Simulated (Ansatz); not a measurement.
# CH₅N₂OSi, SMILES N[SiH]C(N)=O: a ladder of methods at one geometry

Computed with Ansatz 0.2.0 through its Python package.

`methods_ch5n2osi.py`:
```python
# -*- coding: utf-8 -*-
"""One geometry of CH5N2OSi, method by method."""

from pathlib import Path

import ansatz as az
from ase import Atoms
import numpy as np

atoms = Atoms(["N", "Si", "C", "N", "O", "H", "H", "H", "H", "H"], positions=[
    (-2.0159, -0.367, -0.181),
    (-0.5618, -1.0956, 0.5645),
    (0.7489, 0.1875, 0.7434),
    (1.4617, 0.6551, -0.3998),
    (0.9936, 0.6702, 1.8796),
    (-2.2982, 0.4338, 0.4271),
    (-1.7156, 0.0391, -1.0953),
    (-0.0664, -2.1835, -0.2917),
    (1.2574, 0.2703, -1.3487),
    (2.1964, 1.3899, -0.2983),
])
system = az.Crystal.molecule_from_ase(atoms)

setup = (
    system.calculation()
    .basis(gaussian="def2-SVP")
    .spin("collinear", total=1)
)

print("functional    E (Ha)        dipole (D)   HOMO (eV)  LUMO (eV)")
for name in ["pbe", "r2scan0", "hf", "b3lyp", "hse06"]:
    data = setup.functional(name).forces().orbitals().run(threads=1, runs_dir="runs").report
    lines = Path(data["orbitals_path"]).read_text().splitlines()
    field_of = lambda key: [line.split("=")[1].strip() for line in lines if line.startswith(key)]
    orbitals = [(27.211386 * float(e), s, float(n)) for e, s, n in zip(field_of("Ene="), field_of("Spin="), field_of("Occup="))]
    homo = max(e for e, _, n in orbitals if n > 0.5)
    lumo = min(e for e, _, n in orbitals if n < 0.5)
    dipole = 4.803205 * np.linalg.norm(data["charge_distribution"]["dipole_moment_e_ang"])
    print(f"{name:10s} {data['free_energy_ev'] / 27.211386246:14.6f} {dipole:9.3f} {homo:11.3f} {lumo:10.3f}")
```

Running `python methods_ch5n2osi.py` prints:
```text
functional    E (Ha)        dipole (D)   HOMO (eV)  LUMO (eV)
pbe           -514.636407     3.615      -5.086     -3.198
r2scan0       -514.851433     3.714      -6.642     -2.108
hf            -513.173121     3.728      -9.541      1.497
b3lyp         -515.054786     3.597      -6.027     -2.703
hse06         -514.647446     3.677      -5.952     -2.712
```

Total energies depend on the basis set; only differences at equal settings carry meaning. The geometry is a force-field or estimated start, not a minimum of this method, and the basis set is short of its limit. A lower total doesn't mark the better method: functionals have no common bound, and MP2 and coupled cluster aren't variational. The run takes the species as open-shell (spin multiplicity 2), which needn't be its ground state. b3lyp holds the VWN-RPA fit, as in Gaussian; the form of ORCA and Turbomole is b3lyp5. Levels such as HOMO and LUMO are orbital energies: with these approximate functionals they aren't the ionisation energy and electron affinity, and their gap isn't the fundamental gap. hse06 follows the composition of plane-wave codes, whose totals differ by tens of mHa, up to about 0.1 Ha, from the form usual in Gaussian-basis programs (wpbeh). Timing: 42 s on 1 thread of Arm Neoverse V1 (shared host), peak memory 0.39 GiB.
